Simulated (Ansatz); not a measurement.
# Ca2CuS2O2 under changes of volume

One of the cells (16.508 Å³/atom); the others are scaled copies at fixed shape and fractional positions:

```
Cu Ca S O
1.0
     3.86250    0.00000    0.00000
     0.00000    3.86250    0.00000
     0.00000    0.00000    7.74547
Cu Ca S O
1 2 2 2
Direct
  0.00000 0.00000 0.50000
  0.50000 0.50000 0.29189
  0.50000 0.50000 0.70811
  0.00000 0.00000 0.13831
  0.00000 0.00000 0.86169
  0.50000 0.00000 0.50000
  0.00000 0.50000 0.50000
```

The cell comes from a database or a generator and needn't be the stable form of this composition.

```yaml
Program: Ansatz 0.2.0
Functional: PBE
Potentials_or_basis: Ansatz PAW
Cutoff: "420 eV (not typed: the program's choice for these potentials)"
k_mesh: 7 × 7 × 4
Occupations: fermi-dirac, width 0.05 eV
Spin: no spin polarisation
```

```csv
volume (Å³/atom),energy over the lowest point (meV/atom),pressure (GPa),largest force (eV/Å)
15.517,18.51,6.3,0.404
15.847,8.00,4.0,0.285
16.178,?,?,?
16.508,0.00,0.1,0.168
16.838,1.63,-1.6,0.248
17.168,6.49,-3.1,0.322
17.498,14.29,-4.4,0.392
```

Question: What does the run at 16.178 Å³/atom give?

Answer: Energy over the lowest point 1.98 meV/atom; pressure 2.0 GPa; largest force 0.174 eV/Å.

Worked out: A Birch-Murnaghan fit of order 3 (a polynomial in V^(-2/3)) to the other rows has its minimum at 16.52 Å³/atom with B0 = V·E''(V) = 87 GPa and B' = 4.4 at fixed shape and positions, which overstates the stiffness. It gives 1.98 meV/atom at 16.178 Å³/atom, against the run's 1.98, and -dE/dV = 1.9 GPa, against 2.0.

Energies are extrapolated to zero smearing.

Caveats: an odd number of electrons without spin polarisation forces a metal; a magnetic or distorted state may lie lower; the run has no spin polarisation, though such a crystal can be magnetic.
